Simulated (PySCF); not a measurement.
# A diatomic session: InS

What are the lowest state that PBE0 finds, the bond length, vibrational wavenumber and bond energy of InS, and how much do these hang on the method?

Program: PySCF 2.14.0. Level of theory: In def2-SVPD with ECP28, S def2-SVPD, scalar-relativistic core potentials. These are calculated values, not measurements.

## Step 1: Set-up

Settings of the job:

```
atoms                         : In, S
charge                        : 0
basis                         : In def2-SVPD with ECP28, S def2-SVPD
Hamiltonian                   : scalar-relativistic core potentials
basis functions               : 59
electrons treated             : 37
masses in u                   : 114.9039, 31.9721
levels                        : PBE0, PBE, r²SCAN, PBEsol, TPSSh, M06-2X, HSE06, HF, MP2, SCS-MP2, CCSD, CCSD(T)
grid                          : 80 radial by 434 angular points
occupations                   : held fixed by the projection of orbital angular momentum
dissociation limit            : In + S, each in its ground configuration
starting distance in angstrom : 2.375
values of 2S to try           : 1, 3
```

Launch:

```
$ OMP_NUM_THREADS=1 python dia.py task.json out
```

The runs that follow: The PBE0 curve of the state that the search chose; Higher solutions at PBE0; PBE (GGA); r²SCAN; PBEsol; TPSSh (hybrid meta-GGA); M06-2X (hybrid meta-GGA); HSE06 (range-separated hybrid); UHF (mean field); Correlated methods on the Hartree–Fock reference.

Before running it: what results should come out? Wanted: for each run, Re; ωe; De; μ.

The runs gave:

Lowest PBE0 solution found, without spin–orbit coupling: ²Π (doublet), unpaired electrons π ↑. State 2 has its PBE0 minimum 0.03 eV higher. State 3 has its PBE0 minimum 2.72 eV higher. The other levels ran on the lowest alone.

```
      level  Re (Å)  ωe (cm⁻¹)  De (eV)  μ (D)
        UHF   2.568      287.1     1.98  -3.31
    UHF-MP2   2.558      290.4     2.89    n/a
UHF-SCS-MP2   2.568      286.4     2.84    n/a
   UHF-CCSD   2.566      287.1     2.74    n/a
UHF-CCSD(T)   2.570      284.7     2.83    n/a
        PBE   2.575      277.4     3.31  -3.08
     PBEsol   2.547      287.6     3.50  -2.86
     r²SCAN   2.550      289.6     3.25  -2.95
      TPSSh   2.565      284.1     3.22  -3.16
       PBE0   2.551      288.8     3.18  -3.12
      HSE06   2.553      288.1     3.19  -3.10
     M06-2X   2.575      281.8     3.08  -3.49
```

De is counted to In + S in their ground configurations. A positive dipole means In(−)S(+).

Differences from CCSD(T) in the same basis:

```csv
level,Re (mÅ),ωe (%)
UHF,-2,+0.8
UHF-MP2,-12,+2.0
UHF-SCS-MP2,-3,+0.6
UHF-CCSD,-4,+0.8
PBE,+5,-2.6
PBEsol,-23,+1.0
r²SCAN,-20,+1.7
TPSSh,-6,-0.2
PBE0,-19,+1.4
HSE06,-18,+1.2
M06-2X,+5,-1.0
```

Against CCSD(T) in the same basis, the bond length is nearest at UHF (-2 mÅ) and farthest at PBEsol (-23 mÅ); the wavenumber is nearest at TPSSh (-0.2 %) and farthest at PBE (-2.6 %). PBE has the long and soft bond that GGAs tend to give. CCSD(T) in a basis this small is itself some way from its limit, more so than the functionals. Among the levels with a De in the table, it runs from 1.98 eV (UHF) to 3.50 eV (PBEsol).

Correlated steps freeze 9 core orbitals. Spin–orbit coupling is left out, which matters for elements this heavy, above all for dissociation energies.
